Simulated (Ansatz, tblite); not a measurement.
**B(H2O)Cl3 (BCl3H2O): a ladder of methods and basis sets**

Aim: run the singlet of B(H2O)Cl3 (BCl3H2O) at one geometry on many levels, and compare frontier levels, spin and run time.

Computed with Ansatz 0.2.0, Gaussian basis. Level: as each input shows.

Levels to be run: GFN1-xTB, GFN2-xTB, PBE-D4/def2-TZVP, r2SCAN-D4/def2-TZVP, PBE-QIDH/def2-TZVP, revPBE-D4/def2-TZVP, B3LYP-D4/def2-TZVP, ωB97X-V/def2-TZVP, HSE06-D4/def2-TZVP, r2SCAN0-D4/def2-TZVP, CAM-B3LYP-D4/def2-TZVP, LC-ωPBE(0.10)/def2-TZVP, LC-ωPBE(0.15)/def2-TZVP, LC-ωPBE(0.20)/def2-TZVP, LC-ωPBE(0.30)/def2-TZVP, PBE-D4/def2-SVP, PBE0-D4/def2-SVP, HF/STO-3G, PBE0-D4/def2-TZVPD, PBE-D4/def2-TZVPD, r2SCAN-D4/def2-TZVPD, CCSD(T)/def2-TZVPP, MP2/def2-TZVP, RPA/def2-TZVP.

### Step 1. The relaxed structure

The singlet was relaxed beforehand with r2SCAN-D4/def2-SVP.

7 atoms, charge 0, spin multiplicity 1.

Bond lengths: B1–O2 1.680 Å, B1–Cl5 1.794 Å, B1–Cl6 1.830 Å, B1–Cl7 1.829 Å, O2–H3 0.976 Å, O2–H4 0.976 Å. Angles: O2–B1–Cl5 105.8°, O2–B1–Cl6 101.7°, O2–B1–Cl7 101.7°, Cl5–B1–Cl6 115.4°, Cl5–B1–Cl7 115.4°, Cl6–B1–Cl7 114.3°, B1–O2–H3 105.5°, B1–O2–H4 105.6°, H3–O2–H4 107.3°.

PBE0-D4/def2-TZVP was run before; its log isn't repeated, and its numbers join the tables.

### Step 2. GFN1-xTB

Tight binding, by tblite at 300 K electronic temperature and without a spin-polarisation term:

```python
tblite.interface.Calculator('GFN1-xTB', numbers, positions, charge=0, uhf=0).singlepoint()
```

Energy -545.3305 eV, HOMO -12.54 eV, LUMO -6.08 eV; 0.024 s.

### Step 3. GFN2-xTB

Tight binding, by tblite at 300 K electronic temperature and without a spin-polarisation term:

```python
tblite.interface.Calculator('GFN2-xTB', numbers, positions, charge=0, uhf=0).singlepoint()
```

Energy -545.5813 eV, HOMO -11.65 eV, LUMO -3.81 eV; 0.019 s.

### Step 4. PBE-D4/def2-TZVP

start.molden holds the orbitals of an earlier run on this state, given as this run's starting guess.

The input, in.yaml:

```yaml
crystal:
  periodic: [false, false, false]
  atoms:
    - {symbol: B, position_ang: [0.137414, -0.059133, -0.622458]}
    - {symbol: O, position_ang: [0.204724, 0.039026, 1.052904]}
    - {symbol: H, position_ang: [-0.405051, -0.649726, 1.380038]}
    - {symbol: H, position_ang: [-0.185508, 0.904409, 1.280979]}
    - {symbol: Cl, position_ang: [1.831095, -0.290739, -1.166617]}
    - {symbol: Cl, position_ang: [-0.613319, 1.551375, -1.059770]}
    - {symbol: Cl, position_ang: [-0.969364, -1.495212, -0.865076]}
basis:
  gaussian: {orbitals: def2-TZVP, initial_orbitals: start.molden}
hamiltonian: {xc: pbe, dispersion: d4}
scf: {omitted_lower_state_checks: [starts]}
output: {orbitals: {seedname: orbitals}}
```

On the command line:

```
> ansatz run in.yaml --threads 4 --pin off --events-out ev --progress --plain --max-ram 3916MiB
```

After this run come: r2SCAN-D4/def2-TZVP; PBE-QIDH/def2-TZVP; revPBE-D4/def2-TZVP; B3LYP-D4/def2-TZVP; ωB97X-V/def2-TZVP; HSE06-D4/def2-TZVP; r2SCAN0-D4/def2-TZVP; CAM-B3LYP-D4/def2-TZVP; LC-ωPBE(0.10)/def2-TZVP; LC-ωPBE(0.15)/def2-TZVP; LC-ωPBE(0.20)/def2-TZVP; LC-ωPBE(0.30)/def2-TZVP; PBE-D4/def2-SVP; PBE0-D4/def2-SVP; HF/STO-3G; PBE0-D4/def2-TZVPD; PBE-D4/def2-TZVPD; r2SCAN-D4/def2-TZVPD; CCSD(T)/def2-TZVPP; MP2/def2-TZVP; RPA/def2-TZVP.

Before running them: what should the planned runs give, taken together? Wanted: gap in def2-TZVP, named functionals, smallest and largest; gap over the ω; correlation energy, CCSD(T)/def2-TZVPP; correlation energy, MP2/def2-TZVP; binding an atom, CCSD(T)/def2-TZVPP; PBE0 total energy, smallest basis above largest.

As calculated:

| quantity | value |
| --- | --- |
| gap in def2-TZVP, named functionals, smallest and largest | 5.58 eV (PBE-D4), 12.30 eV (ωB97X-V) |
| gap over the ω (1/bohr) | 8.44 eV at 0.1, 11.98 eV at 0.3 |
| correlation energy, CCSD(T)/def2-TZVPP | -27.86 eV |
| correlation energy, MP2/def2-TZVP | -25.00 eV |
| binding an atom, CCSD(T)/def2-TZVPP | 3.383 eV |
| PBE0 total energy, smallest basis above largest | 15.99 eV (def2-SVP, def2-TZVPD) |

What this shows: Over the named functionals in def2-TZVP the gap runs from 5.58 eV (PBE-D4) to 12.30 eV (ωB97X-V); exact exchange widens it. Raising the ω (1/bohr) from 0.1 to 0.3 moves the HOMO by -2.10 eV and the LUMO by +1.44 eV. A small miss in a minimal or small basis is a cancelling of errors, not accuracy. The functionals in def2-TZVP miss CCSD(T)/def2-TZVPP by +0.046 (B3LYP-D4) to +0.202 eV (PBE-D4) an atom. The reference is CCSD(T) in one finite basis, so it carries an error of its own, often a tenth of an eV or more, and near misses can't be ranked.
